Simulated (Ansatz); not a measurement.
**S (sc type): a single-point run**

Wanted: a converged single-point run for S (sc type), and a check of what comes out.

Computed with Ansatz 0.2.0 (DFT, PBEsol, norm-conserving pseudopotentials, Ansatz's default files, scalar-relativistic, unless a step's input says otherwise).

2 further runs of the same task are left out: 1 that didn't finish, 1 set aside as unsound or not needed. Runs told in other sessions of the task aren't counted.

### 1 Starting point

The structure is cubic, space group Pm-3m (No. 221). Conventional cell: a = 2.142 Å, b = 2.142 Å, c = 2.142 Å, α = 90.00°, β = 90.00°, γ = 90.00°. S (site symmetry m-3m) has 6 S at 2.14 Å in its first shell of neighbours.

As a file:

```
CELL_PARAMETERS angstrom
2.14171 0.00000 0.00000
0.00000 2.14171 0.00000
0.00000 0.00000 2.14171
ATOMIC_POSITIONS crystal
S 0.00000 0.00000 0.00000
```

### 2 The calculation

input.yaml

```yaml
crystal:
  lattice:
    - [2.1417139849, 0.0, 0.0]
    - [0.0, 2.1417139849, 0.0]
    - [0.0, 0.0, 2.1417139849]
  atoms:
    - { symbol: S, position: [0.0, 0.0, 0.0] }
kpoints:
  mp_grid: { grid: [16, 16, 16] }
scf:
  occupations: { method: fermi_dirac, width: 0.05 }
  max_iter: 2
hamiltonian:
  xc: pbesol
  pseudopotentials: { kind: nc }
output:
  forces: true
  stress: true
  eigenvalues: true
```

Run with:

```
$ ansatz run input.yaml --threads 1 --pin off --max-ram 2048MiB --backend cpu --events-out ev --progress --plain --runs-dir out
```

What happens when this is run?

After 2 cycles the loop was ended unconverged. The density residual dr2 fell from 0.122 to 0.0228 eV (threshold 1.0e-7) and was still falling. Its numbers are not properties of the system.

Look at the input: scf.max_iter is 2. The cap on SCF cycles is too low for this system: the loop was cut off before the input and output densities agreed.

The cure: delete scf.max_iter (the default then holds).
